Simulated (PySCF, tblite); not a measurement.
# C8B2K2N8: electronic excitations, NMR shifts

Aim: compute the electronic excitations, NMR shifts of C8B2K2N8 (`N#C[B-](C#N)(C#N)C#N.N#C[B-](C#N)(C#N)C#N.[K+].[K+]`).

Programs: tblite 0.8.0 and PySCF 2.14.0, with routines of our own; each step states its level. All values are computed. Atoms count from 0.

## 1. The system as given

20 atoms, charge 0, multiplicity 1; geometry from: force field, distance geometry or constructed start.

## 2. Optimising the geometry with GFN2-xTB

Job settings and geometry (Å):

```
{"job": {"kind": "relax", "xc": "GFN2-xTB", "basis": "xTB"}, "charge": 0, "multiplicity": 1}
N     -2.366100    -4.199800     0.463500
C     -1.844400    -3.168600     0.391300
B     -1.128800    -1.802600     0.309900
C     -2.151300    -0.719900    -0.140300
N     -2.912900     0.080600    -0.462500
C      0.011100    -1.879900    -0.724400
N      0.874700    -1.936800    -1.497100
C     -0.555300    -1.423700     1.694800
N     -0.125100    -1.148400     2.729900
N      1.635200    -2.538200    -4.359600
C      0.888700    -1.777400    -3.914000
B     -0.109200    -0.762000    -3.312300
C      0.652600     0.246500    -2.416100
N      1.229400     0.998500    -1.756200
C     -1.158500    -1.504300    -2.461200
N     -1.944400    -2.070100    -1.817600
C     -0.816900     0.001700    -4.453800
N     -1.350500     0.565600    -5.311500
K     -0.000600     0.001800     0.002500
K      0.353300     1.867200    -0.061200
```

Run with:

```console
> OMP_NUM_THREADS=1 python large_run.py task.json out
```

One launch serves the whole session: the jobs run in the order shown.

What it wrote:

```text
step      E/eV     max force
  0   -1139.13356   97.386
  1   -1159.24716   30.325
  2   -1164.79486   19.209
  3   -1167.40414   11.285
  4   -1169.98496    6.789
  5   -1171.02887    7.024
  6   -1172.05667    2.787
  7   -1172.49717    3.598
  8   -1172.82453    2.787
  9   -1173.16270    1.595
 10   -1173.35872    2.050
 11   -1173.51260    1.350
 12   -1173.55863    0.665
 13   -1173.57433    1.921
 14   -1173.60972    0.931
 15   -1173.62838    0.870
 16   -1173.65091    1.120
 17   -1173.68198    0.700
 18   -1173.70199    0.464
 19   -1173.73471    0.583
 20   -1173.75518    1.693
 21   -1173.79824    1.068
 22   -1173.83573    1.124
 23   -1173.87346    0.841
 24   -1173.89236    1.881
 25   -1173.94135    1.237
 26   -1173.99480    1.041
 27   -1174.04476    0.881
 28   -1174.07261    0.803
 29   -1174.12052    0.923
 30   -1174.16063    1.247
 31   -1174.16346    0.744
 32   -1174.19883    0.363
 33   -1174.21036    0.267
 34   -1174.22923    0.324
 35   -1174.26003    0.489
 36   -1174.29357    0.686
 37   -1174.33249    0.604
 38   -1174.35946    0.377
 39   -1174.37707    0.464
 40   -1174.40405    0.580
 41   -1174.44549    1.164
 42   -1174.49528    1.253
 43   -1174.55147    1.150
 44   -1174.62583    1.589
 45   -1174.68092    1.038
 46   -1174.76204    1.176
 47   -1174.81054    0.666
 48   -1174.86439    1.102
 49   -1174.90995    0.675
 50   -1174.94170    0.866
 51   -1174.97088    0.633
 52   -1175.00315    0.496
 53   -1175.03675    0.498
 54   -1175.07335    0.822
 55   -1175.12256    1.067
 56   -1175.18707    1.446
 57   -1175.25687    1.070
 58   -1175.33269    1.030
 59   -1175.16328    4.035
 60   -1175.37116    1.169
 61   -1175.39870    1.388
 62   -1175.43933    0.594
 63   -1175.48064    0.777
 64   -1175.54645    1.559
 65   -1175.60195    1.342
 66   -1175.64499    0.937
 67   -1175.68179    1.039
 68   -1175.71983    0.976
 69   -1175.77867    0.878
 70   -1175.82215    0.819
 71   -1175.81418    1.718
 72   -1175.85262    0.650
 73   -1175.86476    0.511
 74   -1175.87904    0.365
 75   -1175.89658    0.487
 76   -1175.90512    0.308
 77   -1175.92111    0.326
 78   -1175.93270    0.477
 79   -1175.94144    0.299
 80   -1175.94903    0.244
 81   -1175.94988    0.611
 82   -1175.95628    0.210
 83   -1175.96426    0.286
 84   -1175.96730    0.515
 85   -1175.97205    0.255
 86   -1175.97593    0.191
 87   -1175.98168    0.839
 88   -1175.99014    0.437
 89   -1175.99901    0.384
 90   -1176.01018    1.057
 91   -1176.02101    0.605
 92   -1176.02717    0.345
 93   -1176.03107    0.209
 94   -1176.03963    0.927
 95   -1176.04816    0.692
 96   -1176.05339    0.256
 97   -1176.05358    0.705
 98   -1176.05755    0.241
 99   -1176.05878    0.139
100   -1176.06077    0.414
101   -1176.06328    0.287
102   -1176.06492    0.168
103   -1176.06867    0.255
104   -1176.07228    0.372
105   -1176.07792    0.885
106   -1176.08284    0.728
107   -1176.08953    0.311
108   -1176.09280    0.161
109   -1176.09406    0.171
110   -1176.09716    0.159
111   -1176.10008    0.173
112   -1176.10263    0.155
113   -1176.10460    0.125
114   -1176.10688    0.138
115   -1176.10963    0.180
116   -1176.11274    0.223
117   -1176.11512    0.155
118   -1176.11645    0.084
119   -1176.11777    0.126
120   -1176.12010    0.183
121   -1176.12357    0.264
122   -1176.12684    0.215
123   -1176.12863    0.229
124   -1176.12966    0.150
125   -1176.13068    0.110
126   -1176.13175    0.093
127   -1176.13335    0.112
128   -1176.13457    0.082
129   -1176.13569    0.087
130   -1176.13651    0.088
131   -1176.13781    0.090
132   -1176.13896    0.081
133   -1176.13975    0.061
134   -1176.14025    0.051
135   -1176.14087    0.078
136   -1176.14198    0.131
137   -1176.14385    0.187
138   -1176.14593    0.169
139   -1176.14719    0.105
140   -1176.14786    0.060
141   -1176.14841    0.064
142   -1176.14910    0.101
143   -1176.14989    0.064
144   -1176.15048    0.061
145   -1176.15091    0.064
146   -1176.15141    0.068
147   -1176.15253    0.105
148   -1176.15411    0.114
149   -1176.15582    0.109
150   -1176.15703    0.075
151   -1176.15781    0.075
152   -1176.15866    0.148
153   -1176.15962    0.095
154   -1176.16096    0.110
155   -1176.16250    0.117
156   -1176.16351    0.089
157   -1176.16453    0.146
158   -1176.16587    0.134
159   -1176.16651    0.324
160   -1176.16850    0.203
161   -1176.16975    0.356
162   -1176.17168    0.187
163   -1176.17307    0.230
164   -1176.17413    0.180
165   -1176.17486    0.101
166   -1176.17582    0.110
167   -1176.17635    0.093
168   -1176.17718    0.199
169   -1176.17788    0.091
170   -1176.17858    0.096
171   -1176.17959    0.113
172   -1176.18029    0.099
173   -1176.18161    0.125
174   -1176.18301    0.181
175   -1176.18456    0.145
176   -1176.18542    0.161
177   -1176.18648    0.082
178   -1176.18706    0.060
179   -1176.18776    0.103
180   -1176.18841    0.074
181   -1176.18891    0.082
182   -1176.18931    0.069
183   -1176.18962    0.044
184   -1176.18981    0.063
185   -1176.18998    0.073
186   -1176.19024    0.094
187   -1176.19073    0.073
188   -1176.19132    0.096
189   -1176.19191    0.082
190   -1176.19237    0.103
191   -1176.19277    0.071
192   -1176.19338    0.095
193   -1176.19394    0.074
194   -1176.19455    0.097
195   -1176.19499    0.056
196   -1176.19527    0.043
197   -1176.19557    0.051
198   -1176.19594    0.049
199   -1176.19629    0.059
200   -1176.19655    0.075
201   -1176.19671    0.036
202   -1176.19681    0.042
203   -1176.19691    0.031
204   -1176.19705    0.042
205   -1176.19720    0.030
206   -1176.19736    0.036
207   -1176.19750    0.038
208   -1176.19765    0.040
209   -1176.19786    0.050
210   -1176.19818    0.061
211   -1176.19865    0.073
212   -1176.19916    0.056
213   -1176.19948    0.065
214   -1176.19963    0.056
215   -1176.19977    0.062
216   -1176.19993    0.030
217   -1176.20013    0.044
218   -1176.20042    0.082
219   -1176.20074    0.062
220   -1176.20098    0.061
221   -1176.20123    0.036
222   -1176.20154    0.077
223   -1176.20180    0.038
224   -1176.20208    0.044
225   -1176.20232    0.039
226   -1176.20254    0.052
227   -1176.20274    0.063
228   -1176.20299    0.059
229   -1176.20339    0.070
230   -1176.20395    0.078
231   -1176.20456    0.086
232   -1176.20503    0.095
233   -1176.20529    0.081
234   -1176.20551    0.049
235   -1176.20572    0.062
236   -1176.20607    0.050
237   -1176.20642    0.079
238   -1176.20678    0.052
239   -1176.20706    0.091
240   -1176.20727    0.093
241   -1176.20749    0.093
242   -1176.20781    0.061
243   -1176.20813    0.075
244   -1176.20834    0.058
245   -1176.20848    0.069
246   -1176.20862    0.053
247   -1176.20880    0.060
248   -1176.20903    0.045
249   -1176.20916    0.048
250   -1176.20928    0.036
251   -1176.20944    0.048
252   -1176.20968    0.049
253   -1176.20999    0.095
254   -1176.21035    0.087
255   -1176.21081    0.071
256   -1176.21117    0.076
257   -1176.21141    0.063
258   -1176.21175    0.057
259   -1176.21207    0.087
260   -1176.21230    0.059
261   -1176.21247    0.068
262   -1176.21266    0.077
263   -1176.21286    0.055
264   -1176.21327    0.085
265   -1176.21364    0.097
266   -1176.21403    0.048
267   -1176.21431    0.073
268   -1176.21451    0.067
269   -1176.21461    0.036
270   -1176.21469    0.033
271   -1176.21477    0.032
272   -1176.21494    0.042
273   -1176.21510    0.055
274   -1176.21535    0.069
275   -1176.21560    0.098
276   -1176.21583    0.056
277   -1176.21600    0.063
278   -1176.21613    0.066
279   -1176.21625    0.042
280   -1176.21638    0.055
281   -1176.21656    0.067
282   -1176.21680    0.076
283   -1176.21702    0.068
284   -1176.21719    0.055
285   -1176.21732    0.035
286   -1176.21737    0.027
287   -1176.21741    0.028
288   -1176.21744    0.022
289   -1176.21747    0.020
```

It took 7.8 s on 1 thread of Arm Neoverse N1, shared host; peak memory 0.19 GiB.

Along the way:

```tsv
step	energy from step 0 (eV)	largest force (eV/Å)
0	0.0000	97.3861
1	-20.1136	30.3255
2	-25.6613	19.2086
3	-28.2706	11.2848
4	-30.8514	6.7887
5	-31.8953	7.0238
6	-32.9231	2.7875
7	-33.3636	3.5982
8	-33.6910	2.7870
33	-35.0768	0.2671
58	-36.1991	1.0304
83	-36.8307	0.2853
108	-36.9592	0.1606
133	-37.0062	0.0611
159	-37.0330	0.3243
184	-37.0563	0.0636
209	-37.0643	0.0498
234	-37.0720	0.0494
259	-37.0785	0.0862
285	-37.0838	0.0351
286	-37.0838	0.0270
287	-37.0838	0.0278
288	-37.0839	0.0227
289	-37.0839	0.0197
```

Close pairs (by a distance rule), those that changed most:

```tsv
bond	before (Å)	after (Å)	change (Å)
K18–K19	1.900	7.058	+5.158
N13–K19	2.096	5.317	+3.220
N17–K19	5.671	2.557	-3.115
N15–K19	4.885	2.549	-2.336
C3–K18	2.273	4.445	+2.172
C16–K19	4.914	2.830	-2.083
C14–K19	4.406	2.828	-1.578
B2–K18	2.150	3.564	+1.414
```

The final coordinates are the input of the step that follows.

## 3. Harmonic vibrations with GFN2-xTB

Job settings and geometry (Å):

```
{"job": {"kind": "ir", "xc": "GFN2-xTB", "basis": "xTB"}, "charge": 0, "multiplicity": 1}
N     -3.422429    -2.453240     2.754890
C     -2.613442    -2.195545     1.987476
B     -1.517921    -1.847359     0.936653
C     -2.162812    -1.193833    -0.315067
N     -2.662937    -0.702538    -1.223280
C     -0.648018    -3.092102     0.570594
N      0.150264    -3.899249     0.407630
C     -0.390367    -0.945472     1.532803
N      0.564940    -0.455290     1.935752
N      2.292069     0.052838    -5.590170
C      1.504427    -0.093243    -4.772612
B      0.437467    -0.293502    -3.655938
C      1.099428    -0.836136    -2.360568
N      1.607005    -1.232951    -1.411284
C     -0.745136    -1.197390    -4.130523
N     -1.732374    -1.673428    -4.467861
C     -0.374754     1.012412    -3.381054
N     -1.138086     1.860247    -3.263593
K      2.024748    -2.203161     0.783361
K     -3.091158     0.219272    -3.432842
```

What it wrote:

```text
mode    cm-1     km/mol
  1      11.9      2.39
  2      27.4      0.54
  3      32.5      8.01
  4      33.5      0.07
  5      40.9      0.10
  6      55.9      0.05
  7      71.5      0.00
  8      81.9      0.57
  9      84.6     17.20
 10      89.2      0.08
 11      93.2      0.43
 12      93.9     43.21
 13     109.3     35.59
 14     118.3      0.06
 15     121.6      0.14
 16     123.1      2.54
 17     141.9      0.07
 18     143.8     43.43
 19     153.8     11.17
 20     154.7      1.01
 21     158.2      0.49
 22     160.0     58.92
 23     297.1      0.02
 24     298.9      0.00
 25     308.8      0.18
 26     309.0      0.37
 27     316.0      0.03
 28     316.6      0.64
 29     454.8     11.98
 30     455.0      1.20
 31     467.4     13.31
 32     468.1      0.10
 33     477.2      4.13
 34     477.9      0.84
 35     479.4      6.39
 36     480.0      0.01
 37     485.6      0.00
 38     487.0      0.01
 39     525.9      1.22
 40     526.4      0.12
 41     909.8      1.77
 42     911.0      1.90
 43     982.7      2.02
 44     983.5      2.57
 45    1003.2      2.43
 46    1003.9      3.64
 47    2339.2      0.52
 48    2340.4      9.74
 49    2341.5    357.26
 50    2344.2    531.10
 51    2352.0    468.58
 52    2352.6      7.74
 53    2379.8     49.02
 54    2380.6     12.47
```

It took 2.7 s on 1 thread of Arm Neoverse N1, shared host; peak memory 0.19 GiB.

The strongest bands and the atoms that carry them (share of the mass-weighted mode):

```tsv
cm⁻¹	km/mol	atoms
94	43.2	K19 20 %, K18 20 %, N9 11 %, N0 10 %
109	35.6	N13 13 %, N4 12 %, N15 12 %, N8 11 %
144	43.4	N17 15 %, N6 12 %, N8 11 %, K19 11 %
160	58.9	N15 20 %, N8 16 %, N17 15 %, K19 15 %
2342	357.3	C16 19 %, C14 17 %, N17 14 %, C5 13 %
2344	531.1	C14 12 %, C12 11 %
2352	468.6	C12 16 %, C10 12 %, N13 12 %, C3 11 %
2380	49.0	C10 33 %, N9 24 %
```

## 4. Electronic excitations: TDA LC-wPBE/def2-SVP

The job, as its differences from that of step 3:

```diff
@@ -1,2 +1,2 @@
-{"job": {"kind": "ir", "xc": "GFN2-xTB", "basis": "xTB"}, "charge": 0, "multiplicity": 1}
+{"job": {"kind": "uv", "basis": "def2-SVP", "grid": 1, "kgrid": 0, "vcut": null, "nstates": 8, "ntriplets": 3, "tda": true, "delta": ["ip_vertical", "ea_vertical", "triplet_vertical"], "pop": true, "xc": "LC-wPBE"}, "charge": 0, "multiplicity": 1}
 N     -3.422429    -2.453240     2.754890
```

With the program's defaults for keys left out, this is: TDA LC-wPBE/def2-SVP, vertical, gas phase, core orbitals frozen in the response.

What it wrote:

```text
start: PBE on a coarse grid of 23184 points
cycle   1  E = -1990.1153950150  dE =  2.449e+00  |g| = 9.714e-01  |ddm| = 6.093e+00
cycle   2  E = -1988.0337509854  dE =  2.082e+00  |g| = 3.208e+00  |ddm| = 2.837e+00
cycle   3  E = -1990.2888848315  dE = -2.255e+00  |g| = 4.013e-01  |ddm| = 2.280e+00
cycle   4  E = -1990.3298020915  dE = -4.092e-02  |g| = 1.093e-01  |ddm| = 4.845e-01
cycle   5  E = -1990.3307557310  dE = -9.536e-04  |g| = 8.955e-02  |ddm| = 1.267e-01
cycle   6  E = -1990.3325382470  dE = -1.783e-03  |g| = 7.029e-03  |ddm| = 6.401e-02
cycle   7  E = -1990.3325465028  dE = -8.256e-06  |g| = 3.165e-03  |ddm| = 9.887e-03
final grid: 100477 points
cycle   8  E = -1990.9296548453  dE = -1.753e-02  |g| = 6.107e-02  |ddm| = 5.994e-01
cycle   9  E = -1990.9301325292  dE = -4.777e-04  |g| = 7.362e-02  |ddm| = 1.442e-01
cycle  10  E = -1990.9312415486  dE = -1.109e-03  |g| = 1.631e-02  |ddm| = 6.060e-02
cycle  11  E = -1990.9313288021  dE = -8.725e-05  |g| = 3.130e-03  |ddm| = 3.071e-02
cycle  12  E = -1990.9313315539  dE = -2.752e-06  |g| = 1.671e-03  |ddm| = 4.501e-03
cycle  13  E = -1990.9313305256  dE =  1.028e-06  |g| = 3.642e-04  |ddm| = 1.445e-03
cycle  14  E = -1990.9313290929  dE =  1.433e-06  |g| = 6.671e-05  |ddm| = 7.472e-04
converged SCF energy = -1990.9313290929
Vertical ionisation energy (delta-SCF) = 12.4904 eV   <S^2> = 0.758
Vertical lowest triplet (delta-SCF) = 6.5580 eV   <S^2> = 2.006

Static polarisability (au): isotropic 131.382, principal 105.972 141.446 146.728

Singlet excitations
state   eV       nm        f      main configurations
  1   7.7462    160.1   0.00003   H->L+11 0.15, H-2->L+12 0.09
  2   7.7482    160.0   0.00002   H-1->L+11 0.15, H-3->L+12 0.09, H-1->L+23 0.08
  3   7.7847    159.3   0.00052   H-14->L+2 0.10, H-15->L+3 0.08
  4   7.7854    159.3   0.00005   H-14->L+3 0.11, H-8->L+2 0.09
  5   7.8205    158.5   0.00158   H-12->L+3 0.11, H-9->L+2 0.10
  6   7.8234    158.5   0.00069   H-9->L+3 0.10, H-12->L+2 0.09
  7   7.8286    158.4   0.00000   H-10->L+5 0.08
  8   7.8379    158.2   0.00001   H-10->L+8 0.09, H-17->L+5 0.08

Triplet excitations (Tamm-Dancoff, eV): 6.2474 6.2509 6.2531
```

Run time: 5.1 min. Hardware: 1 thread of Arm Neoverse N1, shared host; peak memory 0.66 GiB.

The orbitals next to the gap, with their largest atomic shares:

```tsv
orbital	eV	atoms
HOMO−4	-12.78	N0 27 %, N9 26 %, C1 7 %
HOMO−3	-12.54	N0 29 %, C1 22 %, N9 20 %
HOMO−2	-12.54	N9 29 %, C10 22 %, N0 20 %
HOMO−1	-12.51	N0 40 %, C1 31 %, N9 8 %
HOMO	-12.51	N9 40 %, C10 31 %, N0 8 %
LUMO	0.24	K18 52 %, K19 46 %
LUMO+1	0.28	K19 51 %, K18 46 %
LUMO+2	1.26	K18 12 %, K19 10 %, C7 8 %
LUMO+3	1.35	K19 13 %, K18 11 %, C16 9 %
```

Leading natural transition orbitals of singlet state 5: the hole lies on N8 31 %; N6 22 %; C7 21 %; the particle on C7 26 %; N8 24 %; C5 20 %.

Leading natural transition orbitals of singlet state 1: the hole lies on N9 54 %; C10 42 %; the particle on C10 39 %; N9 39 %.

Further results of this job:

```tsv
property	computed
dipole moment (D)	0.50
polarisability (Å³)	19.47
HOMO–LUMO gap (eV)	12.74
−ε(HOMO) (eV)	12.51
```

Orbitals, density, ELF and potential are computed afterwards from the orbital file.

Frontier orbitals at LC-wPBE/def2-SVP, with the share of their density that lies nearest to each atom:

```tsv
orbital	energy (eV)	lies on
HOMO	-12.51	N9 41 %; C10 30 %; N0 8 %
LUMO	0.24	K18, K19 about 29 % each; N8, N15 about 8 % each; N6, N13, N17 about 6 % each
```

ELF in a plane through or near 12 of the atoms.

Ten even steps from ' ' (0.00) to '@' (0.95):
```
                                                        
                                                        
                  ..::::..                              
                ..**%%%%**                              
                --%%::..%%  ####--..      ..--==::      
                  ####****--@@%%++--    --==%%@@%%--    
                    ==++  %%==**%%**....**%%**@@@@##    
                          ####%%--**==++++##++##@@**    
                ::--::    ::****==@@++%%--::%%####--    
        ........--++--..    ::==##****--@@****--::      
      ::--****@@--++**##==::    ..--++--......          
    --####%%--==@@==@@++****::    ::--::                
    ##@@%%--##++++==++..%%####                          
    ##@@@@**##**....**%%==++@@  ++==                    
    --%%@@%%==::    --++%%@@==++**####                  
      ::----..      ..--####  %%::::%%--                
                              **%%%%**..                
                              ..::::..                  
                                                        
                                                        
```
The map spans 15.1 Å across and 11.4 Å up, centred on the molecule. Atoms in the plane (x, y in Å): N0 (4.9, 1.7), C1 (3.9, 1.1), B2 (2.6, 0.3), C3 (1.4, 1.3), N4 (0.5, 2.1), N9 (-4.9, -1.7), C10 (-4.0, -1.1), B11 (-2.6, -0.3), C12 (-1.4, -1.3), N13 (-0.5, -2.1), K18 (1.7, -3.1), K19 (-1.7, 3.1).

On the surface of density 0.002 e/bohr³ the electrostatic potential runs, from the 1st to the 99th percentile, from -1.78 V near N9 to 4.04 V near K18.

[end of part 1 of 2]
